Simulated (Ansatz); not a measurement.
Molecular dynamics of Ba₆Ti₆RuO₁₈

Input:

```yaml
crystal:
  lattice:
    - [5.654034, 0.0, 0.0]
    - [0.0, 6.953776, 0.0]
    - [0.0, 0.0, 21.964091]
  atoms:
    - { symbol: Ba, position: [0.0, 0.0, 0.0455289] }
    - { symbol: Ti, position: [0.50006739, 0.16230745, 0.11109686] }
    - { symbol: O, position: [0.75655093, 0.01015878, 0.15020204] }
    - { symbol: O, position: [0.5, 0.0142333, 0.046703] }
    - { symbol: O, position: [0.24370269, 0.01012602, 0.15020586] }
    - { symbol: Ba, position: [0.00039181, 0.34384889, 0.19262828] }
    - { symbol: Ti, position: [0.0, 0.488, 0.0455289] }
    - { symbol: O, position: [0.24605, 0.3475667, 0.0820974] }
    - { symbol: O, position: [0.50016591, 0.34663975, 0.19058026] }
    - { symbol: O, position: [0.75395, 0.3475667, 0.0820974] }
    - { symbol: Ba, position: [0.50006278, 0.67598329, 0.11973919] }
    - { symbol: Ti, position: [1.00015615, 0.86091994, 0.19471164] }
    - { symbol: O, position: [0.24230105, 0.68088148, 0.21917139] }
    - { symbol: O, position: [1.00029935, 0.68813687, 0.09303213] }
    - { symbol: O, position: [0.75687462, 0.68111642, 0.21934794] }
    - { symbol: Ba, position: [0.50031173, 0.01762089, 0.2609729] }
    - { symbol: Ti, position: [1.00165789, 0.17996457, 0.34629267] }
    - { symbol: O, position: [0.2584443, 0.02109026, 0.3727649] }
    - { symbol: O, position: [1.00039232, 0.01167514, 0.26204953] }
    - { symbol: O, position: [0.74310799, 0.02192356, 0.37254878] }
    - { symbol: Ba, position: [0.50135818, 0.34765467, 0.40736938] }
    - { symbol: Ti, position: [0.50077524, 0.4957229, 0.26140078] }
    - { symbol: O, position: [0.74593621, 0.3536564, 0.29975238] }
    - { symbol: O, position: [1.00125063, 0.35302767, 0.40926352] }
    - { symbol: O, position: [0.25454714, 0.35289436, 0.29980126] }
    - { symbol: Ba, position: [1.00044081, 0.68303224, 0.32971748] }
    - { symbol: Ti, position: [0.50205368, 0.83425187, 0.39913797] }
    - { symbol: O, position: [0.71339635, 0.67884986, 0.44245508] }
    - { symbol: O, position: [0.49925167, 0.68531385, 0.32963212] }
    - { symbol: O, position: [0.2953596, 0.67845238, 0.44428436] }
    - { symbol: Ru, position: [0.0037824, 0.57892937, 0.45960425] }
basis:
  ecutwfc: 420.0
kpoints:
  mp_grid: { grid: [2, 2, 1] }
hamiltonian:
  xc: lda
  pseudopotentials: { kind: paw, azcp: { folder: soft_1 } }
scf:
  occupations: { method: fermi_dirac, width: 0.05 }
  lower_state_search: "off"
md:
  timestep: 1
  n_steps: 120
  ensemble: nvt_langevin
  temperature: 700.0
  initial_velocities: maxwell_boltzmann
  seed: 504616
  friction: 0.005
  constraints: [{ sites: [0, 3, 6, 7, 9] }]
```

Launched with:

```bash
$ ansatz run input.yaml --threads 4 --pin off --max-ram 10240MiB --backend cpu --events-out ev --progress --plain --runs-dir out
```

It starts from a relaxed structure.

Output, in part (one step line in 5):

```
md step     0: t =     0.00 fs  T =   700.0 K  F+E_penalty+E_count = -65173.43157755 eV  E_kin = 2.352532 eV  (27 SCF iters)
md step     5: t =     5.00 fs  T =   643.3 K  F+E_penalty+E_count = -65173.19021326 eV  E_kin = 2.161914 eV  (8 SCF iters)
md step    10: t =    10.00 fs  T =   437.8 K  F+E_penalty+E_count = -65172.65881265 eV  E_kin = 1.471412 eV  (13 SCF iters)
md step    15: t =    15.00 fs  T =   334.3 K  F+E_penalty+E_count = -65172.33052632 eV  E_kin = 1.123663 eV  (8 SCF iters)
md step    20: t =    20.00 fs  T =   351.4 K  F+E_penalty+E_count = -65172.21698213 eV  E_kin = 1.180939 eV  (13 SCF iters)
md step    25: t =    25.00 fs  T =   273.3 K  F+E_penalty+E_count = -65172.12783676 eV  E_kin = 0.918457 eV  (7 SCF iters)
md step    30: t =    30.00 fs  T =   326.4 K  F+E_penalty+E_count = -65172.13615521 eV  E_kin = 1.096802 eV  (12 SCF iters)
md step    35: t =    35.00 fs  T =   359.1 K  F+E_penalty+E_count = -65172.15816494 eV  E_kin = 1.206970 eV  (8 SCF iters)
md step    40: t =    40.00 fs  T =   378.5 K  F+E_penalty+E_count = -65172.12434705 eV  E_kin = 1.272088 eV  (11 SCF iters)
md step    45: t =    45.00 fs  T =   415.2 K  F+E_penalty+E_count = -65172.09144492 eV  E_kin = 1.395403 eV  (8 SCF iters)
md step    50: t =    50.00 fs  T =   478.9 K  F+E_penalty+E_count = -65172.05281260 eV  E_kin = 1.609427 eV  (12 SCF iters)
md step    55: t =    55.00 fs  T =   494.4 K  F+E_penalty+E_count = -65171.96924573 eV  E_kin = 1.661621 eV  (8 SCF iters)
md step    60: t =    60.00 fs  T =   483.7 K  F+E_penalty+E_count = -65171.88907204 eV  E_kin = 1.625532 eV  (13 SCF iters)
md step    65: t =    65.00 fs  T =   496.8 K  F+E_penalty+E_count = -65171.85672953 eV  E_kin = 1.669669 eV  (9 SCF iters)
md step    70: t =    70.00 fs  T =   485.9 K  F+E_penalty+E_count = -65171.80769341 eV  E_kin = 1.633076 eV  (12 SCF iters)
md step    75: t =    75.00 fs  T =   421.7 K  F+E_penalty+E_count = -65171.72769855 eV  E_kin = 1.417125 eV  (8 SCF iters)
md step    80: t =    80.00 fs  T =   415.4 K  F+E_penalty+E_count = -65171.69880811 eV  E_kin = 1.396027 eV  (12 SCF iters)
md step    85: t =    85.00 fs  T =   477.6 K  F+E_penalty+E_count = -65171.69022402 eV  E_kin = 1.604962 eV  (8 SCF iters)
md step    90: t =    90.00 fs  T =   512.3 K  F+E_penalty+E_count = -65171.65686641 eV  E_kin = 1.721657 eV  (12 SCF iters)
md step    95: t =    95.00 fs  T =   484.1 K  F+E_penalty+E_count = -65171.53686856 eV  E_kin = 1.626793 eV  (8 SCF iters)
md step   100: t =   100.00 fs  T =   465.8 K  F+E_penalty+E_count = -65171.41398510 eV  E_kin = 1.565553 eV  (12 SCF iters)
md step   105: t =   105.00 fs  T =   534.4 K  F+E_penalty+E_count = -65171.43675014 eV  E_kin = 1.795914 eV  (7 SCF iters)
md step   110: t =   110.00 fs  T =   613.1 K  F+E_penalty+E_count = -65171.62914077 eV  E_kin = 2.060488 eV  (13 SCF iters)
md step   115: t =   115.00 fs  T =   579.0 K  F+E_penalty+E_count = -65171.77311266 eV  E_kin = 1.945976 eV  (8 SCF iters)
md step   120: t =   120.00 fs  T =   569.3 K  F+E_penalty+E_count = -65171.75667973 eV  E_kin = 1.913304 eV  (12 SCF iters)
```

All steps were run. The mean temperature of the second half is 29 % below the set value. A run of 0.12 ps of so small a system gives no equilibrium averages. Limits of this set-up: coarse k mesh, thin slab, slab without dipole correction, PAW files made for another functional.

Mean squared displacements from the first frame to the last: Ba 0.02 Å², Ti 0.02 Å², O 0.06 Å², Ru 0.03 Å².

Last frame:

```xyz
31
Lattice="5.6540 0.0000 0.0000 0.0000 6.9538 0.0000 0.0000 0.0000 21.9641" Properties=species:S:1:pos:R:3
Ba 0.000 0.000 1.000
Ti 2.881 1.116 2.510
O 4.194 -0.029 3.500
O 2.827 0.099 1.026
O 1.363 -0.093 3.300
Ba 0.018 2.458 4.219
Ti 0.000 3.393 1.000
O 1.391 2.417 1.803
O 2.616 2.347 4.380
O 4.263 2.417 1.803
Ba 2.713 4.606 2.724
Ti 5.640 5.963 4.281
O 1.458 4.639 5.062
O 5.539 4.813 2.010
O 4.311 4.652 4.906
Ba 2.795 0.242 5.823
Ti 5.725 1.272 7.586
O 1.466 0.206 8.304
O 5.583 0.108 5.725
O 4.108 0.052 8.375
Ba 2.943 2.305 9.113
Ti 2.800 3.389 5.931
O 4.171 2.351 6.640
O 5.605 2.462 9.006
O 1.308 2.417 6.680
Ba 5.782 4.867 7.256
Ti 2.875 5.744 8.974
O 3.905 4.627 10.191
O 3.141 4.503 7.632
O 1.493 4.717 9.716
Ru -0.070 3.879 10.140
```

The run took 19 min on 4 threads of Arm Neoverse V1, on a shared host, peak memory 3 GiB.
